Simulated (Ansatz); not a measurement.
# CH4As radical: one species, many methods

The task here is to estimate one member of a computed series from the others.

The runs use Ansatz 0.2.0, Gaussian basis; functionals in def2-TZVPP, the program's frozen cores in correlated methods.

Levels to be run: LDA (SPW92), PBE-D4, revPBE-D4, BLYP-D4, r2SCAN-D4, B97M-V, PBE0-D4, B3LYP-D4, r2SCANh-D4, r2SCAN0-D4, HSE06-D4, BHLYP-D4, CAM-B3LYP-D4, LC-ωPBE, ωB97X-V, ωB97M-V, B2PLYP, PBE-QIDH; CCSD(T)/def2-SVP; CCSD(T)/def2-TZVPP; MP2/def2-QZVPP; extrapolation to the limit; RPA on PBE.

## The geometry

The geometry comes from an earlier relaxation with PBE0-D4 in a triple-zeta def2 set; it is a stationary point.

SMILES `C[AsH]`, 6 atoms, charge 0, spin multiplicity 2.

Atoms are counted from 1 here; the program's logs count them from 0.

Bond lengths: C1–As2 1.967 Å, C1–H3 1.091 Å, C1–H4 1.090 Å, C1–H5 1.091 Å, As2–H6 1.530 Å. Angles: As2–C1–H3 110.4°, As2–C1–H4 109.1°, As2–C1–H5 110.4°, H3–C1–H4 109.2°, H3–C1–H5 108.6°, H4–C1–H5 109.2°, C1–As2–H6 94.2°.

The first run:

in.yaml

```yaml
crystal:
  periodic: [false, false, false]
  atoms:
    - {symbol: C, position_ang: [0.022257, -0.363378, -0.429259]}
    - {symbol: As, position_ang: [0.319352, 0.121306, 1.453799]}
    - {symbol: H, position_ang: [-1.034123, -0.264496, -0.684507]}
    - {symbol: H, position_ang: [0.333222, -1.396047, -0.584752]}
    - {symbol: H, position_ang: [0.601589, 0.288538, -1.085162]}
    - {symbol: H, position_ang: [-0.200197, 1.550077, 1.283781]}
basis:
  gaussian: {orbitals: def2-TZVPP}
magnetization: {spin_polarized: true, initial_magnetization: 1}
hamiltonian: {xc: lda}
output: {orbitals: {seedname: orbitals}}
```

Steps of the session up to this table: LDA; PBE-D4 (GGA); revPBE-D4 (GGA); BLYP-D4 (GGA); r2SCAN-D4 (meta-GGA); B97M-V (meta-GGA); PBE0-D4 (hybrid); B3LYP-D4 (hybrid); r2SCANh-D4 (hybrid); r2SCAN0-D4 (hybrid); HSE06-D4 (hybrid); BHLYP-D4 (hybrid); CAM-B3LYP-D4 (range-separated); LC-ωPBE-D4 (range-separated; the results give it without D4); ωB97X-V (range-separated); ωB97M-V (range-separated); B2PLYP (double hybrid); PBE-QIDH (double hybrid).

One table of the session follows, with a row left open; its other results are not shown here.

It belongs to the step «Frontier levels by functional». 

```
  functional  HOMO (eV)  LUMO (eV)  gap (eV)
 LDA (SPW92)      -5.07      -3.99      1.07
      PBE-D4      -5.08      -3.56      1.51
   revPBE-D4      -5.06      -3.42      1.64
     BLYP-D4      -4.84      -3.59      1.24
   r2SCAN-D4      -5.49      -3.18      2.31
      B97M-V      -5.32      -3.47      1.85
     PBE0-D4      -6.26      -2.56      3.70
    B3LYP-D4      -5.93      -2.97      2.96
  r2SCANh-D4      -5.92      -2.82      3.10
  r2SCAN0-D4      -6.55      -2.29      4.27
    HSE06-D4          ?          ?         ?
    BHLYP-D4      -7.18      -1.65      5.53
CAM-B3LYP-D4      -7.46      -1.58      5.89
     LC-ωPBE      -8.95      -0.13      8.82
     ωB97X-V      -8.41      -0.62      7.79
     ωB97M-V      -8.22      -0.66      7.56
```

Q: Estimate the row for HSE06-D4 from the others.

The run gave: HOMO (eV): -5.86; LUMO (eV): -2.94; gap (eV): 2.93. In the column «HOMO (eV)» it lies between r2SCANh-D4 (-5.92) and r2SCAN-D4 (-5.49).
